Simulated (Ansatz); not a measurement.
# N2 with GeH4: structure and interaction energy

Aim: relax the pair, then compute its interaction energy with counterpoise at many levels, up to CCSD(T).

Method: PBE0-D4 structure, single points in def2-TZVPPD; program: Ansatz 0.2.0, Gaussian basis.

Levels: PBE-D4, revPBE-D4, BLYP-D4, r2SCAN-D4, B97M-V, PBE0-D4, B3LYP-D4, HSE06-D4, wB97X-V, wB97M-V, B2PLYP, Hartree-Fock, MP2, CCSD, CCSD(T). The reference is CCSD(T) extrapolated to the basis limit. For elements past Ar these valence bases correlate outer-core shells poorly and lack relativity, so that limit is rough.

Correlated methods freeze the cores. Filled d shells of the heavier atoms are correlated. B3LYP uses VWN-RPA correlation. B2PLYP carries no dispersion term here.

176 further runs of the same task are left out: 176 set aside as unsound or not needed. Runs told in other sessions of the task aren't counted.

### 1 Starting geometry

The pair, from a GFN2-xTB docking trial: 7 atoms, charge 0, spin multiplicity 1.

Atoms are counted from 1 here; the program's logs count them from 0.

Bond lengths: N1–N2 1.097 Å, Ge3–H4 1.481 Å, Ge3–H5 1.487 Å, Ge3–H6 1.490 Å, Ge3–H7 1.483 Å. Angles: H4–Ge3–H5 110.9°, H4–Ge3–H6 108.3°, H4–Ge3–H7 111.3°, H5–Ge3–H6 107.2°, H5–Ge3–H7 110.7°, H6–Ge3–H7 108.3°.

Geometry (Å):

```
N    -0.39280   -0.11360   -2.65510
N     0.13190    0.27340   -1.77330
Ge    0.05800   -0.02420    0.86250
H     0.05630    1.43150    0.59210
H    -1.14090   -0.67570    0.27260
H    -0.01230   -0.22730    2.33740
H     1.29980   -0.66410    0.36390
```

Atoms 1 to 2 are fragment A (N2), the rest fragment B (GeH4).

### 2 A first relaxation in a small basis

Input file pre/in.yaml:

```yaml
crystal:
  periodic: [false, false, false]
  atoms:
    - {symbol: N, position_ang: [-0.392800, -0.113600, -2.655100]}
    - {symbol: N, position_ang: [0.131900, 0.273400, -1.773300]}
    - {symbol: Ge, position_ang: [0.058000, -0.024200, 0.862500]}
    - {symbol: H, position_ang: [0.056300, 1.431500, 0.592100]}
    - {symbol: H, position_ang: [-1.140900, -0.675700, 0.272600]}
    - {symbol: H, position_ang: [-0.012300, -0.227300, 2.337400]}
    - {symbol: H, position_ang: [1.299800, -0.664100, 0.363900]}
basis:
  gaussian: {orbitals: def2-SVP}
hamiltonian: {xc: pbe, dispersion: d4}
relax: {f_tol: 0.03, max_steps: 250}
```

Started as:

```sh
$ ansatz run in.yaml --threads 4 --pin off --events-out ev --progress --plain --max-ram 9574MiB
```

Further steps of the session: Relaxation at PBE0-D4; PBE-D4/def2-TZVPPD; r2SCAN-D4/def2-TZVPPD; PBE0-D4/def2-TZVPPD; B3LYP-D4/def2-TZVPPD; wB97X-V/def2-TZVPPD; wB97M-V/def2-TZVPPD; B2PLYP/def2-TZVPPD; BLYP-D4/def2-TZVPPD; revPBE-D4/def2-TZVPPD; B97M-V/def2-TZVPPD; HSE06-D4/def2-TZVPPD; CCSD(T)/def2-TZVPPD; MP2/def2-QZVPPD; Hartree-Fock/STO-3G; PBE-D4/STO-3G; B3LYP-D4/6-31G; SPW92/def2-SVP; PBE-D4/def2-SVP; PBE0-D4/def2-SVP; wB97M-V/def2-SVP; CCSD(T)/def2-SVP; Vibrations of the pair.

Q: Predict the outcome of this session. Wanted: interaction energy, CCSD(T)/CBS; of it Hartree-Fock; D4 term of PBE0-D4; shortest contact; lowest wavenumber.

The runs gave:

| quantity | value |
| --- | --- |
| interaction energy, CCSD(T)/CBS | -25.1 meV |
| of it Hartree-Fock (basis limit) | +13.2 meV |
| D4 term of PBE0-D4 | -17.8 meV |
| shortest contact | N2–H5 3.35 Å |
| lowest wavenumber | 3i cm⁻¹ |

The pair is bound by 25.1 meV at fixed fragment shapes. Hartree-Fock doesn't bind it at this geometry, so correlation, mostly dispersion, holds it together. wB97M-V is the best functional here (+0.5 meV from CCSD(T)/CBS); B2PLYP is the worst (+21.7 meV). Mean unsigned error by rung: GGA 12.9, meta-GGA 4.5, hybrid 6.1, screened hybrid 1.0, range-separated hybrid 1.1, double hybrid 21.7 meV. The double hybrids carry no dispersion term here, unlike the levels marked D4 or V. PBE-D4 gives an interaction energy 1.0 meV too low, an error of 4 % of the reference. CCSD(T) moves by -4.0 meV from triple zeta to the limit; gaps between functionals far smaller than that don't rank them. A lower arrangement may exist.
